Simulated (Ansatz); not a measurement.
# Si21H32 off disc (Si₁₉AsH₃₂−): structure and electronic state

Aim: characterise Si21H32 off disc (Si₁₉AsH₃₂−) as a singlet: its structure, frontier levels and distribution of charge.

Computed with Ansatz 0.2.0, Gaussian basis. Level: RKS PBE0-D4/def2-SVP.

The runs, in order: relaxation at PBE-D4/def2-SVP; a single point at PBE0-D4/def2-SVP.

## Step 1: The system as given

52 atoms, charge -1, spin multiplicity 1.

Atoms are counted from 1 here; the program's logs count them from 0.

Bond lengths: Si1–Si12 2.365 Å, Si1–Si13 2.322 Å, Si1–H21 1.459 Å, Si1–H22 1.461 Å, Si2–Si11 2.312 Å, Si2–Si15 2.383 Å, Si2–H23 1.420 Å, Si2–H24 1.460 Å, Si3–Si14 2.340 Å, Si3–Si15 2.357 Å, Si3–Si16 2.345 Å, Si3–H25 1.447 Å, As4–Si11 2.338 Å, As4–Si12 2.341 Å, As4–Si14 2.372 Å, Si5–Si13 2.331 Å, Si5–H26 1.429 Å, Si5–H27 1.464 Å and more. Angles: Si12–Si1–Si13 108.8°, Si12–Si1–H21 109.2°, Si12–Si1–H22 109.5°, Si13–Si1–H21 110.7°, Si13–Si1–H22 109.9°, H21–Si1–H22 108.8°, Si11–Si2–Si15 108.7°, Si11–Si2–H23 110.6°, Si11–Si2–H24 109.7°, Si15–Si2–H23 108.2°, Si15–Si2–H24 108.6°, H23–Si2–H24 111.0°, Si14–Si3–Si15 109.8°, Si14–Si3–Si16 110.2°, Si14–Si3–H25 108.6°, Si15–Si3–Si16 110.0°, Si15–Si3–H25 108.9°, Si16–Si3–H25 109.2° and more.

The ion is computed in the gas phase, without counter-ions or solvent.

The start is a built from a lattice or polyhedron geometry.

## Step 2: Optimising with PBE-D4/def2-SVP

Contents of in.yaml:

```yaml
crystal:
  periodic: [false, false, false]
  atoms:
    - {symbol: Si, position_ang: [-4.433600, 1.735600, -0.726100]}
    - {symbol: Si, position_ang: [-1.742800, -3.694100, 1.991100]}
    - {symbol: Si, position_ang: [0.984100, -3.699000, -0.725600]}
    - {symbol: As, position_ang: [-1.718900, -0.991800, -0.722900]}
    - {symbol: Si, position_ang: [-1.734300, 1.720900, 1.977200]}
    - {symbol: Si, position_ang: [1.001200, -0.991600, 1.980000]}
    - {symbol: Si, position_ang: [0.980500, 1.719400, -0.731000]}
    - {symbol: Si, position_ang: [-1.727400, 4.458200, -0.716000]}
    - {symbol: Si, position_ang: [3.667000, -1.020500, -0.733700]}
    - {symbol: Si, position_ang: [3.701400, 1.726500, 1.987700]}
    - {symbol: Si, position_ang: [-3.049300, -2.366600, 0.621000]}
    - {symbol: Si, position_ang: [-3.050400, 0.375200, -2.078900]}
    - {symbol: Si, position_ang: [-3.088800, 3.056300, 0.629200]}
    - {symbol: Si, position_ang: [-0.363900, -2.368400, -2.099100]}
    - {symbol: Si, position_ang: [-0.366600, -5.079600, 0.625200]}
    - {symbol: Si, position_ang: [2.351400, -2.349400, 0.619100]}
    - {symbol: Si, position_ang: [-0.356600, 3.094400, -2.084000]}
    - {symbol: Si, position_ang: [2.337700, 0.376500, -2.096400]}
    - {symbol: Si, position_ang: [2.363100, 3.065000, 0.640400]}
    - {symbol: Si, position_ang: [5.065200, 0.346800, 0.621900]}
    - {symbol: H, position_ang: [-5.275100, 2.564500, -1.583000]}
    - {symbol: H, position_ang: [-5.292600, 0.889100, 0.099100]}
    - {symbol: H, position_ang: [-2.556900, -4.533500, 2.796800]}
    - {symbol: H, position_ang: [-0.882300, -2.852200, 2.817100]}
    - {symbol: H, position_ang: [1.817200, -4.533600, -1.564500]}
    - {symbol: H, position_ang: [-2.547000, 0.881000, 2.799300]}
    - {symbol: H, position_ang: [-0.887800, 2.553800, 2.833200]}
    - {symbol: H, position_ang: [0.157900, -1.853800, 2.803600]}
    - {symbol: H, position_ang: [1.842600, -0.144800, 2.812000]}
    - {symbol: H, position_ang: [-2.560500, 5.282600, -1.561200]}
    - {symbol: H, position_ang: [-0.873000, 5.279800, 0.104600]}
    - {symbol: H, position_ang: [4.541000, -1.813500, -1.602000]}
    - {symbol: H, position_ang: [2.868500, 0.886600, 2.800200]}
    - {symbol: H, position_ang: [4.549900, 2.550700, 2.834500]}
    - {symbol: H, position_ang: [-3.920100, -3.177100, -0.192200]}
    - {symbol: H, position_ang: [-3.912500, -1.525900, 1.441100]}
    - {symbol: H, position_ang: [-3.891900, -0.473300, -2.936300]}
    - {symbol: H, position_ang: [-2.241700, 1.199800, -2.913200]}
    - {symbol: H, position_ang: [-3.917700, 3.918400, 1.453100]}
    - {symbol: H, position_ang: [-1.195700, -3.202600, -2.916000]}
    - {symbol: H, position_ang: [0.494500, -1.535700, -2.963000]}
    - {symbol: H, position_ang: [-1.193500, -5.864400, -0.225500]}
    - {symbol: H, position_ang: [0.452800, -5.893800, 1.451200]}
    - {symbol: H, position_ang: [3.179500, -3.192300, 1.471800]}
    - {symbol: H, position_ang: [-1.208800, 2.248100, -2.928700]}
    - {symbol: H, position_ang: [0.458900, 3.913400, -2.940300]}
    - {symbol: H, position_ang: [1.512900, -0.488500, -2.942400]}
    - {symbol: H, position_ang: [3.209000, 1.201900, -2.926800]}
    - {symbol: H, position_ang: [1.520500, 3.911900, 1.460400]}
    - {symbol: H, position_ang: [3.193500, 3.922400, -0.227900]}
    - {symbol: H, position_ang: [5.915100, -0.480500, 1.448000]}
    - {symbol: H, position_ang: [5.889100, 1.196800, -0.186100]}
basis:
  gaussian: {orbitals: def2-SVP, fitting: {mean_field: def2-universal-jkfit}}
total_charge: -1
hamiltonian: {xc: pbe, dispersion: d4}
scf: {lower_state_search: "off"}
output: {orbitals: {seedname: orbitals}}
relax: {f_tol: 0.03, max_steps: 70}
```

On the command line:

```sh
$ ansatz run in.yaml --threads 2 --pin off --events-out ev --progress --plain --max-ram 31744MiB --backend cuda --devices 0, --max-vram 18GiB
```

Further steps of the session: Single point, PBE0-D4/def2-SVP.

**Question.** What will the summary of the whole plan be? Wanted: point group; commonest bond, hydrogen aside; HOMO, LUMO at PBE0-D4/def2-SVP.

**Answer**, as computed:

| quantity | value |
| --- | --- |
| point group | C1 |
| commonest bond, hydrogen aside | Si–Si, 20 of mean length 2.361 Å |
| HOMO, LUMO at PBE0-D4/def2-SVP | -2.75, 1.40 eV |

**Reading.** The relaxation broke 0 and made 1 bonds, so the end is another structure than the start. No usable vibrations, so a minimum isn't proven. The HOMO lies nearest to Si7 49 %; Si17, Si18 about 6 % each and the LUMO to Si3 11 %; As4 9 %. Whether this spin is the lowest isn't tested here. The point group is read from a loosely relaxed geometry; soft torsions can leave it below the true symmetry.
